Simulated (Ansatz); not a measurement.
MoI:

```
Mo I
1.0
     0.00000    3.17885    3.17885
     3.17885    0.00000    3.17885
     3.17885    3.17885    0.00000
Mo I
1 1
Direct
  0.00000 0.00000 0.00000
  0.75000 0.75000 0.75000
```

The cell was built by a generator and needn't be a form met in nature.

Base run:

| Property | Result |
| --- | --- |
| Program | Ansatz 0.2.0 |
| Functional | LDA |
| Potentials or basis | Ansatz PAW |
| Cutoff | 420 eV (not typed: the program's choice for these potentials) |
| k mesh | 7 × 7 × 7 |
| Occupations | fermi-dirac, width 0.05 eV |
| Spin | no spin polarisation |

Its results: band gap on the k mesh none (metal or under the smearing width); pressure -11.6 GPa.

After a change of settings the same cell gave: band gap on the k mesh none (metal or under the smearing width); pressure -7.4 GPa. Which change was it?
A. functional from LDA to BLYP
B. functional from LDA to revPBE
C. functional from LDA to RPBE
D. functional from LDA to PBE

D.

PBE binds less tightly than LDA, so the same cell stands under more pressure.

Caveats: spin-orbit coupling is left out, which moves the levels of the heavy elements; an odd number of electrons without spin polarisation forces a metal; a magnetic or distorted state may lie lower; the PAW data sets come from PBE, with cores solved anew for the run's functional, which leaves a small shift of forces and pressure (some runs).
